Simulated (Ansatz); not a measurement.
# WS2: the cost of one run

Method: DFT LDA+U (U_eff = 2 eV on W d, around-mean-field double counting), plane waves, PAW, no spin–orbit coupling unless a run says so, in Ansatz 0.2.0.

The COD entry's cell or inner coordinates are ideal or old and differ from later refinements, so a difference from it is no clean test against experiment.

## 1. The system as given

The structure is hexagonal, space group P6_3/mmc (No. 194). The conventional cell has a = 3.180 Å, b = 3.180 Å, c = 12.500 Å, α = 90.00°, β = 90.00°, γ = 120.00°. Around W (site symmetry -6m2) lie 6 S at 2.45 Å. Around S (site symmetry 3m) lie 3 W at 2.45 Å.

As a file:

```cif
data_structure
_symmetry_space_group_name_H-M 'P 1'
_symmetry_Int_Tables_number 1
_cell_length_a 3.1800
_cell_length_b 3.1800
_cell_length_c 12.5000
_cell_angle_alpha 90.000
_cell_angle_beta 90.000
_cell_angle_gamma 120.000
_cell_volume 109.47
loop_
_atom_site_label
_atom_site_type_symbol
_atom_site_fract_x
_atom_site_fract_y
_atom_site_fract_z
_atom_site_occupancy
W1 W 0.33333 0.66667 0.25000 1
W2 W 0.66667 0.33333 0.75000 1
S1 S 0.33333 0.66667 0.62000 1
S2 S 0.66667 0.33333 0.12000 1
S3 S 0.33333 0.66667 0.88000 1
S4 S 0.66667 0.33333 0.38000 1
```

An earlier series on this cell reached its lowest free state from «ferromagnetic start, free, natural orbitals of the symmetric run filled by rank», perhaps among other starts (it ended without moments).

## 2. No spin polarisation

The input, input.yaml:

```yaml
crystal:
  lattice:
    - [3.17999949, 0.0, 0.0]
    - [-1.58999974, 2.75396034, 0.0]
    - [0.0, 0.0, 12.49999932]
  atoms:
    - { symbol: W, position: [0.3333333333, 0.6666666667, 0.25] }
    - { symbol: W, position: [0.6666666667, 0.3333333333, 0.75] }
    - { symbol: S, position: [0.3333333333, 0.6666666667, 0.62] }
    - { symbol: S, position: [0.6666666667, 0.3333333333, 0.12] }
    - { symbol: S, position: [0.3333333333, 0.6666666667, 0.88] }
    - { symbol: S, position: [0.6666666667, 0.3333333333, 0.38] }
basis:
  ecutwfc: 420
  ecutrho_ratio: 4
kpoints:
  mp_grid: { grid: [7, 7, 2] }
hamiltonian:
  xc: lda
  hubbard:
    sites: [{ site: 0, l: d, u_eff: 2.0 }, { site: 1, l: d, u_eff: 2.0 }]
    double_counting: amf
scf:
  occupations: { method: gaussian, width: 0.05 }
  lower_state_search: "off"
  max_iter: 150
output:
  forces: true
  stress: true
  eigenvalues: true
  populations: true
  hubbard: { sites: [{ site: 0, l: d }, { site: 1, l: d }] }
```

The run is started by

```bash
$ ansatz run input.yaml --threads 4 --pin off --max-ram 6144MiB --backend cpu --events-out ev --progress --plain --runs-dir out
```

**Question.** How long does this run take on 4 threads of Intel Xeon at 2.50GHz (Skylake/Cascade Lake), shared host, and how much memory does it need?

About 3.6 s, with a peak of 0.47 GiB.
